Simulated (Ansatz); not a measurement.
Run this with the Ansatz DFT code, driven from Python and show what comes out.

The script, `torsion_ch6albos.py`:
```python
'''Rigid torsion scan of CH6AlBOS.'''

import ansatz as az
from ase import Atoms

atoms = Atoms(['C', 'O', 'B', 'S', 'Al', 'H', 'H', 'H', 'H', 'H', 'H'], positions=[
    [-1.4541, 0.5323, 1.4635],
    [-0.3376, 0.8173, 0.7052],
    [-0.4676, 0.0954, -0.5843],
    [0.3229, -1.6435, -0.7247],
    [2.2955, -0.8984, -1.3528],
    [-1.426, 1.1448, 2.4099],
    [-1.5861, -0.501, 1.7072],
    [-2.3725, 0.9728, 0.9212],
    [-0.9146, 0.6358, -1.4699],
    [2.6244, -0.6433, -2.8547],
    [3.3813, -0.5691, -0.2001],
])

# start the scan from a relaxed geometry
first = (
    az.Crystal.molecule_from_ase(atoms).calculation()
    .basis(gaussian='6-31G*')
    .functional('cam_b3lyp')
    .relax(force_tolerance=0.02, max_steps=80)
)
atoms.positions = first.run().report['positions_ang']

start = atoms.get_dihedral(3, 2, 1, 0)
energies = {}
for turn in range(0, 360, 30):
    turned = atoms.copy()
    turned.set_dihedral(3, 2, 1, 0, start + turn, indices=[0, 1, 5, 6, 7])
    calculation = az.Crystal.molecule_from_ase(turned).calculation()
    calculation = calculation.basis(gaussian='6-31G*').functional('cam_b3lyp')
    energies[round((start + turn) % 360)] = calculation.run().report['free_energy_ev']
floor = min(energies.values())
print('dihedral S3-B2-O1-C0 (deg)   E - E(min) (kJ/mol)')
for angle, e in sorted(energies.items()):
    print(f'{angle:8d} {96.485332 * (e - floor):14.3f}  ' + '#' * int(30 * (e - floor) / max(max(energies.values()) - floor, 1e-9)))
```

```console
$ python torsion_ch6albos.py
dihedral S3-B2-O1-C0 (deg)   E - E(min) (kJ/mol)
       0        487.581  ##############################
      30        207.075  ############
      60         75.212  ####
      90         58.980  ###
     120         40.666  ##
     150         12.577
     180          0.000
     210         12.517
     240         40.766  ##
     270         58.784  ###
     300         69.068  ####
     330        174.418  ##########
```

Reading the output:
- The settings weren't tested for convergence.
- The scan is rigid and the energies are electronic, in a modest basis. With rigid groups the curve can differ much from the relaxed path, the start wasn't checked as a minimum of this torsion, and equivalent turns needn't return to the same energy.
- Hardware and time: 4.3 min on 1 thread of Arm Neoverse V1 (shared host), peak memory 0.32 GiB.
